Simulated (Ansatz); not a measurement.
# CuSn3: the cost of one run

Computed with Ansatz 0.2.0 (DFT PBEsol, scalar-relativistic, plane waves, PAW, unless a step's input says otherwise).

1 further run of the same task is left out (it didn't finish).

## 1. The starting structure

The structure is tetragonal, space group I4/mmm (No. 139). Conventional cell: a = 4.618 Å, b = 4.618 Å, c = 8.452 Å, α = 90.00°, β = 90.00°, γ = 90.00°. Around Cu (site symmetry 4/mmm) lie 12 Sn at 3.13 to 3.27 Å. Sn (site symmetry -4m2) has 8 Sn at 3.13 to 3.27 Å and 4 Cu at 3.13 Å as nearest neighbours. Sn (site symmetry 4/mmm) has 8 Sn at 3.13 Å and 4 Cu at 3.27 Å as nearest neighbours.

Coordinates:

```cif
data_structure
_symmetry_space_group_name_H-M 'I4/mmm'
_symmetry_Int_Tables_number 139
_cell_length_a 4.6182
_cell_length_b 4.6182
_cell_length_c 8.4520
_cell_angle_alpha 90.000
_cell_angle_beta 90.000
_cell_angle_gamma 90.000
_cell_volume 180.27
loop_
_atom_site_label
_atom_site_type_symbol
_atom_site_symmetry_multiplicity
_atom_site_Wyckoff_symbol
_atom_site_fract_x
_atom_site_fract_y
_atom_site_fract_z
_atom_site_occupancy
Cu1 Cu 2 a 0.00000 0.00000 0.00000 1
Sn1 Sn 4 d 0.00000 0.50000 0.25000 1
Sn2 Sn 2 b 0.50000 0.50000 0.00000 1
```

It goes back to an entry of the Materials Project, which need not be the stable form.

It is the result of an earlier relaxation at this level (volume 22.53 Å³/atom; gap on the mesh: none (metal)).

## 2. The reference cell

The reference gives a free energy of -24437.2200 eV, pressure 0.01 GPa, largest force 0.000 eV/Å and gap on the mesh none (metal). It was computed beforehand with the settings of the runs below.

## 3. The scan: moving one atom along a line

Atom 4 (Sn) is moved by x along the Cartesian unit vector (0.000, -0.738, -0.675); the cell and all other atoms stay fixed. Forces below are components along that vector, summed over the moved atoms. In a periodic cell its images move with it.

## 4. Point x = -0.450 Å

input.yaml reads:

```yaml
crystal:
  lattice:
    - [-2.3091160394, 2.3091160394, 4.2260234635]
    - [2.3091160394, -2.3091160394, 4.2260234635]
    - [2.3091160394, 2.3091160394, -4.2260234635]
  atoms:
    - { symbol: Cu, position: [0.0, 0.0, 0.0] }
    - { symbol: Sn, position: [0.75, 0.25, 0.5] }
    - { symbol: Sn, position: [0.25, 0.75, 0.5] }
    - { symbol: Sn, position: [0.6078278312, 0.5359426104, 0.0718852208] }
basis:
  ecutwfc: 420
kpoints:
  mp_grid: { grid: [14, 14, 14] }
hamiltonian:
  xc: pbesol
scf:
  occupations: { method: gaussian, width: 0.15 }
output:
  forces: true
  stress: true
  eigenvalues: true
  write_density: true
  write_potential: true
  elf: true
  volumetric_format: npy
```

Run with:

```sh
$ ansatz run input.yaml --threads 1 --pin off --max-ram 2560MiB --backend cpu --events-out ev --progress --plain --runs-dir out
```

**Question.** How long does this run take on 1 thread of Intel Xeon 6975P-C (Granite Rapids), shared host, and how much memory does it need?

About 2.5 min, with a peak of 1.8 GiB.
